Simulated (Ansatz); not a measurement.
# BHOF2 (SMILES OB(F)F) at HF/def2-SVPD

What is the vertical singlet–triplet gap of BHOF2 at HF/def2-SVPD? 

The results are computed with Ansatz 0.2.0.

63 further runs of the same task are left out: 63 set aside as unsound or not needed.

## 1. The system as given

BHOF2 has 5 atoms, charge 0, and is taken as a singlet. As SMILES, `OB(F)F`. The shape is that of a PBE0-D4/def2-TZVP optimisation.

Bond lengths: O1–B2 1.345 Å, B2–F3 1.317 Å, B2–F4 1.327 Å, O1–H5 0.960 Å. Angles: O1–B2–F3 119.5°, O1–B2–F4 122.2°, F3–B2–F4 118.3°, B2–O1–H5 113.5°.

## 2. A single-point energy at HF/def2-SVPD

The input, molecule.yaml:

```yaml
crystal:
  periodic: [false, false, false]
  atoms:
    - symbol: O
      position_ang: [0.038630, 1.000750, 0.174310]
    - symbol: B
      position_ang: [0.105760, -0.342460, 0.137210]
    - symbol: F
      position_ang: [0.731030, -0.986880, 1.100700]
    - symbol: F
      position_ang: [-0.439530, -1.051930, -0.843330]
    - symbol: H
      position_ang: [-0.435890, 1.380520, -0.568880]
basis:
  gaussian:
    orbitals: def2-SVPD
hamiltonian:
  xc: hf
accuracy: high
output: {orbitals: {seedname: orbitals}}
```

Started as:

```bash
ansatz run molecule.yaml --threads 1 --pin off --max-ram 3480MiB --events-out events.jsonl --progress --plain --runs-dir runs
```

The log of the run:

```text
Warning: RAYON_NUM_THREADS=1 ignored (pool sized by the plan → 1); use --threads N
Functional definition: HF
  name "HF"
  exchange = exact_x
  correlation = 0
1902 factors; integrals over basis functions are off by at most 3.2e-9 eV
mean field evaluation 1: about -8132.6958 eV, gradient 4.1e1 eV
mean field evaluation 2: about -8132.6983 eV, gradient 4.1e1 eV
mean field evaluation 4: about -8135.5388 eV, gradient 2.3e0 eV
mean field evaluation 8: about -8135.5544 eV, gradient 6.8e-5 eV
mean field -8135.55439781 eV, -298.9761096427 hartree, gradient 2.4e-8 eV, S^2 0.000000; 0 other end points of the search recorded, 0 dependent functions left out
reference -8135.55439781 eV, -298.9761096427 hartree; 16, 16 occupied and 81, 81 virtual orbitals, 1902 factors
Total energy: -8135.55439781 eV, -298.9761096427 hartree
```

Run time: 2.5 s. Hardware: 1 thread of Arm Neoverse V2, shared host; peak memory 0.24 GiB.

## 3. The triplet, same level

The input, run.yaml:

```yaml
crystal:
  periodic: [false, false, false]
  atoms:
    - {symbol: O, position_ang: [0.038630, 1.000750, 0.174310]}
    - {symbol: B, position_ang: [0.105760, -0.342460, 0.137210]}
    - {symbol: F, position_ang: [0.731030, -0.986880, 1.100700]}
    - {symbol: F, position_ang: [-0.439530, -1.051930, -0.843330]}
    - {symbol: H, position_ang: [-0.435890, 1.380520, -0.568880]}
basis:
  gaussian: {orbitals: def2-SVPD}
hamiltonian: {xc: hf}
magnetization: {spin_polarized: true, initial_magnetization: 2}
accuracy: high
output: {orbitals: {seedname: orbitals}}
```

Started as:

```bash
ansatz run run.yaml --threads 1 --pin off --max-ram 3480MiB --events-out events.jsonl --progress --plain --runs-dir runs
```

The log of the run:

```text
Warning: RAYON_NUM_THREADS=1 ignored (pool sized by the plan → 1); use --threads N
Functional definition: HF
  name "HF"
  exchange = exact_x
  correlation = 0
1902 factors; integrals over basis functions are off by at most 3.2e-9 eV
mean field evaluation 1: about -8123.8232 eV, gradient 2.5e1 eV
mean field evaluation 2: about -8123.8821 eV, gradient 2.5e1 eV
mean field evaluation 4: about -8127.0677 eV, gradient 3.4e0 eV
mean field evaluation 8: about -8127.2768 eV, gradient 2.8e-1 eV
mean field evaluation 16: about -8127.2814 eV, gradient 2.9e-8 eV
mean field evaluation 32: about -8126.2772 eV, gradient 5.7e-1 eV
mean field evaluation 64: about -8126.1860 eV, gradient 8.6e-2 eV
mean field -8127.28142071 eV, -298.6720833418 hartree, gradient 4.8e-8 eV, S^2 2.005666; 1 other end points of the search recorded, 0 dependent functions left out
reference -8127.28142071 eV, -298.6720833418 hartree; 17, 15 occupied and 80, 82 virtual orbitals, 1902 factors
Total energy: -8127.28142071 eV, -298.6720833418 hartree
```

Wall time 5.7 s (1 thread of Arm Neoverse V2, shared host); peak memory 0.3 GiB.

## 4. Summary of results

Level: HF/def2-SVPD.

```
                                        quantity          value
                           singlet: total energy  -298.97611 Eh
                            singlet: HOMO energy      -15.50 eV
                            singlet: LUMO energy        1.64 eV
                          singlet: HOMO–LUMO gap       17.14 eV
                           triplet: total energy  -298.67208 Eh
     triplet: HOMO energy (highest over α and β)       -4.74 eV
      triplet: LUMO energy (lowest over α and β)       -3.78 eV
                                   triplet: ⟨S²⟩          2.006
vertical energy of the triplet above the singlet       8.273 eV
```

What this shows: At this shape the triplet lies 8.27 eV (191 kcal/mol) above the singlet.
